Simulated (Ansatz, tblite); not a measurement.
# C8H11N5: a ladder of methods and basis sets

The task here is to estimate one member of a computed series from the others.

Program: Ansatz 0.2.0, Gaussian basis. Level of theory: as each input shows. These are calculated values, not measurements.

Levels to be run: GFN1-xTB, GFN2-xTB, PBE-D4/def2-TZVP, r2SCAN-D4/def2-TZVP, HF/def2-TZVP, BHLYP-D4/def2-TZVP, PBE-D4/def2-SVP, PBE0-D4/def2-SVP, HF/STO-3G, HF/6-31G, B3LYP-D4/6-31G, MP2/def2-SVP.

## The geometry

The singlet was relaxed beforehand with PBE-D4/def2-SVP.

SMILES `CCn1cc[n+](C)c1.N#C[N-]C#N`, 24 atoms, charge 0, spin multiplicity 1.

Bond lengths: C1–C2 1.527 Å, C1–H9 1.108 Å, C1–H10 1.108 Å, C1–H11 1.110 Å, C2–N3 1.470 Å, C2–H12 1.108 Å, C2–H13 1.109 Å, N3–C4 1.387 Å, N3–C8 1.344 Å, C4–C5 1.374 Å, C4–H14 1.093 Å, C5–N6 1.386 Å, C5–H15 1.095 Å, N6–C7 1.462 Å, N6–C8 1.345 Å, C7–H16 1.109 Å, C7–H17 1.108 Å, C7–H18 1.106 Å and more. Angles: C2–C1–H9 109.5°, C2–C1–H10 111.1°, C2–C1–H11 109.8°, H9–C1–H10 108.1°, H9–C1–H11 109.8°, H10–C1–H11 108.5°, C1–C2–N3 112.2°, C1–C2–H12 111.1°, C1–C2–H13 112.4°, N3–C2–H12 106.8°, N3–C2–H13 107.0°, H12–C2–H13 107.0°, C2–N3–C4 125.8°, C2–N3–C8 125.0°, C4–N3–C8 108.5°, N3–C4–C5 107.2°, N3–C4–H14 122.0°, C5–C4–H14 130.7° and more.

PBE0-D4/def2-TZVP was run before; its log isn't repeated, and its numbers join the tables.

Set-up of the first run:

Tight binding, by tblite at 300 K electronic temperature and without a spin-polarisation term:

```python
tblite.interface.Calculator('GFN1-xTB', numbers, positions, charge=0, uhf=0).singlepoint()
```

Tight binding, by tblite at 300 K electronic temperature and without a spin-polarisation term:

```python
tblite.interface.Calculator('GFN2-xTB', numbers, positions, charge=0, uhf=0).singlepoint()
```

start.molden holds the orbitals of an earlier run on this state, given as this run's starting guess.

in.yaml

```yaml
crystal:
  periodic: [false, false, false]
  atoms:
    - {symbol: C, position_ang: [2.923659, 0.270669, -0.070162]}
    - {symbol: C, position_ang: [2.181685, -0.451252, -1.192103]}
    - {symbol: N, position_ang: [0.774391, -0.706183, -0.851973]}
    - {symbol: C, position_ang: [0.311952, -1.695608, 0.003545]}
    - {symbol: C, position_ang: [-1.030745, -1.474366, 0.194004]}
    - {symbol: N, position_ang: [-1.361271, -0.356242, -0.554983]}
    - {symbol: C, position_ang: [-2.677954, 0.276357, -0.601991]}
    - {symbol: C, position_ang: [-0.251126, 0.106048, -1.158023]}
    - {symbol: H, position_ang: [3.961240, 0.486972, -0.392528]}
    - {symbol: H, position_ang: [2.970291, -0.353350, 0.844562]}
    - {symbol: H, position_ang: [2.401063, 1.218183, 0.176744]}
    - {symbol: H, position_ang: [2.181424, 0.150139, -2.122138]}
    - {symbol: H, position_ang: [2.638926, -1.431051, -1.439077]}
    - {symbol: H, position_ang: [0.975465, -2.458571, 0.419819]}
    - {symbol: H, position_ang: [-1.760536, -1.950306, 0.857126]}
    - {symbol: H, position_ang: [-3.167784, 0.101005, 0.377170]}
    - {symbol: H, position_ang: [-3.283106, -0.148694, -1.427546]}
    - {symbol: H, position_ang: [-2.541809, 1.364206, -0.747228]}
    - {symbol: H, position_ang: [-0.180493, 1.024172, -1.745848]}
    - {symbol: N, position_ang: [0.337031, 2.297874, 0.432691]}
    - {symbol: C, position_ang: [-0.259201, 1.922278, 1.397465]}
    - {symbol: N, position_ang: [-0.879797, 1.555478, 2.480865]}
    - {symbol: C, position_ang: [-1.737266, 0.571388, 2.527806]}
    - {symbol: N, position_ang: [-2.526024, -0.319116, 2.591784]}
basis:
  gaussian: {orbitals: def2-TZVP, initial_orbitals: start.molden}
hamiltonian: {xc: pbe, dispersion: d4}
scf: {omitted_lower_state_checks: [starts]}
output: {forces: true, orbitals: {seedname: orbitals}}
```

Run with:

```console
ansatz run in.yaml --threads 4 --pin off --events-out ev --progress --plain --max-ram 6963MiB
```

Among the steps run: PBE-D4/def2-TZVP; r2SCAN-D4/def2-TZVP; HF/def2-TZVP; BHLYP-D4/def2-TZVP; PBE-D4/def2-SVP; PBE0-D4/def2-SVP; HF/STO-3G; HF/6-31G; B3LYP-D4/6-31G; MP2/def2-SVP.

One of the session's tables, all rows but one given; the rest of the session is left out.

It belongs to the step «Binding energy». 

| level | binding an atom (eV) |
| --- | --- |
| HF/STO-3G | 3.260 |
| HF/6-31G | 2.733 |
| HF/def2-SVP | ? |
| HF/def2-TZVP | 3.041 |
| PBE-D4/def2-SVP | 4.806 |
| PBE-D4/def2-TZVP | 4.742 |
| r2SCAN-D4/def2-TZVP | 4.536 |
| B3LYP-D4/6-31G | 4.367 |
| PBE0-D4/def2-SVP | 4.653 |
| PBE0-D4/def2-TZVP | 4.589 |
| BHLYP-D4/def2-TZVP | 4.342 |
| MP2/def2-SVP | 4.407 |

Estimate the missing values for HF/def2-SVP.

As computed: binding an atom (eV): 3.114. In the column «binding an atom (eV)» it lies between HF/def2-TZVP (3.041) and HF/STO-3G (3.260).

Caveats from the session: Free atoms were run apart at each level; binding is atoms less cluster, divided by the number of atoms, without zero-point or spin-orbit terms.
